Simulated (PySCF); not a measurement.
# SiBr2Cl2: NMR shieldings

Aim: compute the NMR shieldings of SiBr2Cl2 (`Cl[Si](Cl)(Br)Br`).

Computed with PySCF 2.14.0 and routines of our own; the level stands in each step. Atoms count from 0.

### Step 1. The starting structure

5 atoms, charge 0, multiplicity 1; geometry from: GFN2-xTB.

### Step 2. Optimising the geometry at PBE0-D3(BJ)/def2-SVP

The job: settings as JSON, then the geometry in Å.

```
{"job": {"xc": "PBE0", "basis": "def2-SVP", "d3": "d3bj", "grid": 1, "maxiter": 30, "shake": 0.01, "kind": "geom"}, "charge": 0, "multiplicity": 1}
Cl     0.110080     1.966710    -0.523830
Si    -0.010400     0.067010     0.051440
Cl    -0.290960    -0.098550     2.029210
Br     1.848280    -0.996910    -0.564910
Br    -1.623430    -0.972230    -1.029790
```

Command:

```bash
OMP_NUM_THREADS=1 python heavy_run.py task.json out
```

The driver reads the jobs from task.json and runs them one after another.

Log:

```text
step   0  E = -6356.38834159  max force = 0.028782
step   1  E = -6356.39058700  max force = 0.008772
step   2  E = -6356.39095426  max force = 0.004542
step   3  E = -6356.39102690  max force = 0.000491
step   4  E = -6356.39102098  max force = 0.001373
step   5  E = -6356.39102326  max force = 0.001161
step   6  E = -6356.39102547  max force = 0.000883
step   7  E = -6356.39102696  max force = 0.000575
step   8  E = -6356.39102752  max force = 0.000457
optimisation converged
```

Run time: 56 s. Hardware: 1 thread of Arm Neoverse V2, shared host; peak memory 0.55 GiB.

The steps of the relaxation:

| step | energy from step 0 (eV) | largest force component (eV/Å) |
| --- | --- | --- |
| 0 | 0.0000 | 1.4800 |
| 1 | -0.0611 | 0.4511 |
| 2 | -0.0711 | 0.2336 |
| 3 | -0.0731 | 0.0252 |
| 4 | -0.0729 | 0.0706 |
| 5 | -0.0730 | 0.0597 |
| 6 | -0.0730 | 0.0454 |
| 7 | -0.0731 | 0.0296 |
| 8 | -0.0731 | 0.0235 |

Close pairs (by a distance rule), those that changed most:

| bond | before (Å) | after (Å) | change (Å) |
| --- | --- | --- | --- |
| Cl0–Si1 | 1.989 | 2.040 | +0.052 |
| Si1–Cl2 | 2.004 | 2.040 | +0.036 |
| Si1–Br3 | 2.229 | 2.196 | -0.032 |
| Si1–Br4 | 2.202 | 2.195 | -0.008 |

The end geometry stands in the next job.

| at the end point | value |
| --- | --- |
| point group (found at 0.08 Å tolerance) | C2v |
| rotational constants (GHz, main isotopes) | 1.033, 0.719, 0.627 |
| dipole moment (D) | 0.21 |

### Step 3. NMR shieldings: PBE0/pcSseg-1 Br:us-x2c-TZVPall-2c, spin–orbit

The job: settings as JSON, then the geometry in Å.

```
{"job": {"kind": "hnmr", "xc": "PBE0", "basis": {"default": "pcSseg-1", "Br": "us-x2c-TZVPall-2c"}, "rel": "so"}, "charge": 0, "multiplicity": 1}
Cl    -0.149950     2.082476    -0.241210
Si    -0.350189     0.156129     0.401009
Cl    -0.590199     0.152312     2.427140
Br     1.450336    -0.990452    -0.115312
Br    -2.109076    -0.749338    -0.549106
```

Method: PBE0/pcSseg-1 Br:us-x2c-TZVPall-2c GIAO NMR shielding, X2C with spin-orbit coupling, screened-nuclear two-electron part, Gaussian nuclei, gas phase.

Log:

```text
spin-free SCF
coarse grid: 33712 points
cycle   1  E = -6424.5794206753  dE =  4.792e-01  |g| = 5.041e-01  |ddm| = 2.655e+00
cycle   2  E = -6424.5136679420  dE =  6.575e-02  |g| = 6.923e-01  |ddm| = 1.196e+00
cycle   3  E = -6424.6357550256  dE = -1.221e-01  |g| = 9.492e-02  |ddm| = 7.577e-01
cycle   4  E = -6424.6372920290  dE = -1.537e-03  |g| = 2.128e-02  |ddm| = 7.614e-02
cycle   5  E = -6424.6373656540  dE = -7.363e-05  |g| = 6.915e-03  |ddm| = 2.553e-02
cycle   6  E = -6424.6373779793  dE = -1.233e-05  |g| = 9.648e-04  |ddm| = 8.601e-03
cycle   7  E = -6424.6373781275  dE = -1.482e-07  |g| = 2.040e-04  |ddm| = 7.506e-04
final grid: 61568 points
cycle   8  E = -6424.6373542849  dE = -6.086e-08  |g| = 1.577e-04  |ddm| = 8.096e-04
cycle   9  E = -6424.6373542852  dE = -3.256e-10  |g| = 1.403e-04  |ddm| = 2.979e-04
cycle  10  E = -6424.6373542900  dE = -4.822e-09  |g| = 2.297e-05  |ddm| = 1.585e-04
converged SCF energy = -6424.6373542900
two-component SCF
cycle   1  E = -6424.5054850720  dE = -6.425e+03  |FDS-SDF| = 1.268e+01
cycle   2  E = -6424.7881395337  dE = -2.827e-01  |FDS-SDF| = 1.338e-01
cycle   3  E = -6424.7883761053  dE = -2.366e-04  |FDS-SDF| = 4.305e-03
cycle   4  E = -6424.7883906602  dE = -1.455e-05  |FDS-SDF| = 1.617e-03
cycle   5  E = -6424.7883923653  dE = -1.705e-06  |FDS-SDF| = 9.491e-04
cycle   6  E = -6424.7883927693  dE = -4.040e-07  |FDS-SDF| = 1.607e-04
cycle   7  E = -6424.7883927829  dE = -1.362e-08  |FDS-SDF| = 7.715e-05
converged, E = -6424.7883927829

Field gradients (au) and densities at the nuclei (bohr^-3)
atom        Vxx        Vyy        Vzz        centre      nuclear mean
  0 Cl    -1.2364    -1.2464     2.4828       2817.178       2817.126
  1 Si    -0.0039    -0.0114     0.0153       1575.983       1575.964
  2 Cl    -1.2353    -1.2455     2.4809       2817.177       2817.125
  3 Br    -2.6900    -2.7064     5.3964      39258.159      39229.689
  4 Br    -2.6882    -2.6998     5.3880      39258.156      39229.686
without picture change
  3 Br                           5.5721                     60005.503
  4 Br                           5.5635                     60005.499

Core orbital energies (eV)
atom   shell        mean    spread
  0 Cl 1s        -2778.237   0.000
  0 Cl 2s         -261.955   0.000
  0 Cl 3s          -23.808   0.000
  0 Cl 2p1/2      -199.794   0.000
  0 Cl 2p3/2      -198.112   0.118
  1 Si 1s        -1811.485   0.000
  1 Si 2s         -149.576   0.000
  1 Si 3s          -23.596   0.000
  1 Si 2p1/2      -104.099   0.000
  1 Si 2p3/2      -103.456   0.006
  2 Cl 1s        -2778.229   0.000
  2 Cl 2s         -261.947   0.000
  2 Cl 3s          -23.802   0.000
  2 Cl 2p1/2      -199.785   0.000
  2 Cl 2p3/2      -198.103   0.118
  3 Br 1s       -13366.606   0.000
  3 Br 2s        -1755.754   0.000
  3 Br 3s         -247.936   0.000
  3 Br 4s          -23.082   0.000
  3 Br 2p1/2     -1579.315   0.000
  3 Br 2p3/2     -1532.067   0.045
  3 Br 3p1/2      -186.211   0.000
  3 Br 3p3/2      -179.286   0.143
  3 Br 3d3/2       -72.259   0.167
  3 Br 3d5/2       -71.199   0.221
  4 Br 1s       -13366.610   0.000
  4 Br 2s        -1755.757   0.000
  4 Br 3s         -247.940   0.000
  4 Br 4s          -23.087   0.000
  4 Br 2p1/2     -1579.319   0.000
  4 Br 2p3/2     -1532.071   0.044
  4 Br 3p1/2      -186.214   0.000
  4 Br 3p3/2      -179.289   0.143
  4 Br 3d3/2       -72.262   0.166
  4 Br 3d5/2       -71.203   0.220

Shielding tensors (ppm)
atom      isotropic    diamagn.    paramagn.     s11        s22        s33       span
  0 Cl      690.31     1122.03     -431.72     584.05     587.58     899.32     315.27
  1 Si      377.99      858.25     -480.25     361.33     377.30     395.35      34.01
  2 Cl      689.63     1121.45     -431.82     583.44     586.81     898.66     315.22
  3 Br     2461.70     2988.41     -526.71    2185.74    2197.58    3001.78     816.03
  4 Br     2462.93     2987.85     -524.92    2187.76    2200.21    3000.81     813.04
```

Run time: 3 min. Hardware: 1 thread of Arm Neoverse V2, shared host; peak memory 1.3 GiB.

From this job:

| quantity | value |
| --- | --- |
| energy from spin-orbit coupling | -0.1510 Eh |

The fields below are evaluated on a grid from the run's orbitals.

Frontier orbitals at PBE0/us-x2c-TZVPall-2c+pcSseg-1, with the share of their density that lies nearest to each atom:

| orbital | energy (eV) | lies on |
| --- | --- | --- |
| HOMO | -8.81 | Br3, Br4 about 46 % each |
| LUMO | -1.45 | Si1 32 %; Br3, Br4 about 22 % each; Cl0, Cl2 about 11 % each |

ELF in a plane through or near 3 of the atoms.

Values, 10 rows by 14 columns:
```
0.00 0.00 0.00 0.00 0.00 0.00 0.00 0.00 0.00 0.00 0.00 0.00 0.00 0.00
0.00 0.00 0.00 0.00 0.00 0.00 0.00 0.00 0.00 0.00 0.00 0.00 0.00 0.00
0.00 0.00 0.00 0.00 0.00 0.01 0.02 0.02 0.02 0.00 0.00 0.00 0.00 0.00
0.00 0.00 0.00 0.00 0.01 0.03 0.12 0.15 0.07 0.02 0.00 0.00 0.00 0.00
0.00 0.00 0.17 0.33 0.15 0.22 0.07 0.12 0.22 0.14 0.18 0.25 0.05 0.00
0.00 0.08 0.66 0.83 0.74 0.77 0.31 0.85 0.56 0.71 0.79 0.77 0.39 0.01
0.00 0.16 0.77 0.45 0.65 0.31 0.67 0.41 0.70 0.53 0.58 0.82 0.56 0.03
0.00 0.07 0.58 0.68 0.30 0.69 0.36 0.09 0.77 0.29 0.27 0.70 0.35 0.01
0.00 0.00 0.13 0.48 0.73 0.69 0.10 0.02 0.60 0.76 0.68 0.30 0.04 0.00
0.00 0.00 0.00 0.03 0.10 0.08 0.01 0.00 0.06 0.13 0.09 0.01 0.00 0.00
```
The map spans 8.8 Å across and 7.7 Å up, centred on the molecule. Atoms in the plane (x, y in Å): Si1 (0.0, 0.0), Br3 (-1.8, -1.2), Br4 (1.8, -1.2).

log10 of the density (e/Å³) in the same plane.

Values, 10 rows by 14 columns:
```
-4.0 -4.0 -4.0 -4.0 -4.0 -4.0 -3.9 -3.8 -4.0 -4.0 -4.0 -4.0 -4.0 -4.0
-4.0 -4.0 -4.0 -4.0 -3.7 -3.1 -2.6 -2.5 -2.8 -3.3 -4.0 -4.0 -4.0 -4.0
-4.0 -4.0 -4.0 -3.6 -2.7 -2.1 -1.6 -1.6 -1.8 -2.3 -3.0 -4.0 -4.0 -4.0
-4.0 -4.0 -3.3 -2.8 -2.2 -1.6 -1.0 -0.9 -1.3 -1.8 -2.4 -3.1 -3.6 -4.0
-3.7 -2.9 -2.1 -1.6 -1.3 -0.9 -0.4  0.0 -0.7 -1.2 -1.5 -1.9 -2.5 -3.4
-3.2 -2.3 -1.3 -0.6 -0.3 -0.3  0.4  1.5 -0.3 -0.3 -0.4 -1.0 -1.7 -2.8
-2.9 -2.0 -0.7  0.2  2.1  0.3 -0.4 -0.6  0.0  1.4  1.6 -0.3 -1.3 -2.5
-3.1 -2.2 -1.0 -0.1  0.6  0.0 -0.9 -1.1 -0.3  0.4  0.5 -0.5 -1.5 -2.6
-3.7 -2.9 -1.9 -1.3 -1.0 -1.1 -1.7 -1.9 -1.3 -0.9 -1.0 -1.6 -2.3 -3.3
-4.0 -3.7 -2.9 -2.4 -2.2 -2.3 -2.7 -2.8 -2.4 -2.2 -2.2 -2.6 -3.2 -4.0
```
The map spans 8.8 Å across and 7.7 Å up, centred on the molecule. Atoms in the plane (x, y in Å): Si1 (0.0, 0.0), Br3 (-1.8, -1.2), Br4 (1.8, -1.2).

On the surface of density 0.002 e/bohr³ the electrostatic potential runs, from the 1st to the 99th percentile, from -0.13 V near Cl2 to 1.07 V near Si1.

### Step 4. NMR shieldings: PBE0/pcSseg-1 Br:us-x2c-TZVPall-2c, spin-free

The job: settings as JSON, then the geometry in Å.

```
{"job": {"kind": "hnmr", "xc": "PBE0", "basis": {"default": "pcSseg-1", "Br": "us-x2c-TZVPall-2c"}, "rel": "sf"}, "charge": 0, "multiplicity": 1}
Cl    -0.149950     2.082476    -0.241210
Si    -0.350189     0.156129     0.401009
Cl    -0.590199     0.152312     2.427140
Br     1.450336    -0.990452    -0.115312
Br    -2.109076    -0.749338    -0.549106
```

Method: PBE0/pcSseg-1 Br:us-x2c-TZVPall-2c GIAO NMR shielding, spin-free X2C, Gaussian nuclei, gas phase.

Log:

```text
spin-free SCF
coarse grid: 33712 points
cycle   1  E = -6424.5794206753  dE =  4.792e-01  |g| = 5.041e-01  |ddm| = 2.655e+00
cycle   2  E = -6424.5136679420  dE =  6.575e-02  |g| = 6.923e-01  |ddm| = 1.196e+00
cycle   3  E = -6424.6357550256  dE = -1.221e-01  |g| = 9.492e-02  |ddm| = 7.577e-01
cycle   4  E = -6424.6372920290  dE = -1.537e-03  |g| = 2.128e-02  |ddm| = 7.614e-02
cycle   5  E = -6424.6373656540  dE = -7.363e-05  |g| = 6.915e-03  |ddm| = 2.553e-02
cycle   6  E = -6424.6373779793  dE = -1.233e-05  |g| = 9.648e-04  |ddm| = 8.601e-03
cycle   7  E = -6424.6373781275  dE = -1.482e-07  |g| = 2.040e-04  |ddm| = 7.506e-04
final grid: 61568 points
cycle   8  E = -6424.6373542849  dE = -6.086e-08  |g| = 1.577e-04  |ddm| = 8.096e-04
cycle   9  E = -6424.6373542852  dE = -3.256e-10  |g| = 1.403e-04  |ddm| = 2.979e-04
cycle  10  E = -6424.6373542900  dE = -4.822e-09  |g| = 2.297e-05  |ddm| = 1.585e-04
converged SCF energy = -6424.6373542900
check of the scalar solution
cycle   1  E = -6424.6373542900  dE = -6.425e+03  |FDS-SDF| = 2.297e-05
cycle   2  E = -6424.6373542900  dE =  9.095e-12  |FDS-SDF| = 2.535e-05
converged, E = -6424.6373542900

Field gradients (au) and densities at the nuclei (bohr^-3)
atom        Vxx        Vyy        Vzz        centre      nuclear mean
  0 Cl    -1.2374    -1.2476     2.4850       2817.194       2817.142
  1 Si    -0.0036    -0.0110     0.0147       1575.983       1575.964
  2 Cl    -1.2363    -1.2468     2.4831       2817.193       2817.142
  3 Br    -2.6935    -2.7099     5.4035      39255.496      39227.026
  4 Br    -2.6917    -2.7034     5.3951      39255.493      39227.023
without picture change
  3 Br                           5.5818                     60006.042
  4 Br                           5.5731                     60006.037

Core orbital energies (eV)
atom   shell        mean    spread
  0 Cl 1s        -2778.239   0.000
  0 Cl 2s         -261.958   0.000
  0 Cl 3s          -23.808   0.000
  0 Cl 2p         -198.674   0.184
  1 Si 1s        -1811.494   0.000
  1 Si 2s         -149.583   0.000
  1 Si 3s          -23.585   0.000
  1 Si 2p         -103.678   0.011
  2 Cl 1s        -2778.231   0.000
  2 Cl 2s         -261.950   0.000
  2 Cl 3s          -23.802   0.000
  2 Cl 2p         -198.666   0.184
  3 Br 1s       -13366.806   0.000
  3 Br 2s        -1755.791   0.000
  3 Br 3s         -247.943   0.000
  3 Br 4s          -23.084   0.000
  3 Br 2p        -1547.566   0.067
  3 Br 3p         -181.556   0.217
  3 Br 3d          -71.626   0.250
  4 Br 1s       -13366.810   0.000
  4 Br 2s        -1755.794   0.000
  4 Br 3s         -247.947   0.000
  4 Br 4s          -23.089   0.000
  4 Br 2p        -1547.569   0.067
  4 Br 3p         -181.560   0.216
  4 Br 3d          -71.630   0.249

Shielding tensors (ppm)
atom      isotropic    diamagn.    paramagn.     s11        s22        s33       span
  0 Cl      700.01     1139.65     -439.65     588.88     592.85     918.28     329.40
  1 Si      306.03      868.23     -562.20     293.80     305.09     319.20      25.40
  2 Cl      699.33     1139.06     -439.73     588.30     592.12     917.58     329.28
  3 Br     2152.16     3137.52     -985.36    1835.97    1847.09    2773.43     937.46
  4 Br     2153.49     3136.95     -983.46    1838.15    1849.99    2772.32     934.17
```

Run time: 49 s. Hardware: 1 thread of Arm Neoverse V2, shared host; peak memory 1.1 GiB.

### Step 5. Shieldings side by side

| run | Br3 | Br4 | Si1 | Cl2 | Cl0 | time |
| --- | --- | --- | --- | --- | --- | --- |
| step 3, PBE0/pcSseg-1 Br:us-x2c-TZVPall-2c, spin–orbit | 2461.7 | 2462.9 | 378.0 | 689.6 | 690.3 | 3 min |
| step 4, PBE0/pcSseg-1 Br:us-x2c-TZVPall-2c, spin-free | 2152.2 | 2153.5 | 306.0 | 699.3 | 700.0 | 49 s |

### Step 6. What came out

```
                                                                                quantity                                                        value
                                                                             point group                                                          C2v
                                                    rotational constants (main isotopes)                                         1.03, 0.72, 0.63 GHz
energy from spin-orbit coupling (step 3, PBE0/pcSseg-1 Br:us-x2c-TZVPall-2c, spin–orbit)                                                   -0.1510 Eh
                     shieldings (step 3, PBE0/pcSseg-1 Br:us-x2c-TZVPall-2c, spin–orbit)  Cl0 690.3, Si1 378.0, Cl2 689.6, Br3 2461.7, Br4 2462.9 ppm
                                                   surface potential, 1st and 99th percentile                                           -0.13 V and 1.07 V
                      shieldings (step 4, PBE0/pcSseg-1 Br:us-x2c-TZVPall-2c, spin-free)  Cl0 700.0, Si1 306.0, Cl2 699.3, Br3 2152.2, Br4 2153.5 ppm
```

What this shows: Over 8 steps the energy fell by 0.073 eV; of the close pairs, Cl0–Si1 changed most, 1.989 to 2.040 Å. No frequency check was run at this level, so the end point may be a saddle. At PBE0/us-x2c-TZVPall-2c+pcSseg-1, counted by nearest atom on the grid, the HOMO lies on Br3, Br4 about 46 % each, the LUMO on Si1 32 %; Br3, Br4 about 22 % each. Br3 (with its equivalent atoms) moves most between the runs, by 310 ppm; the labels say what changes from run to run.
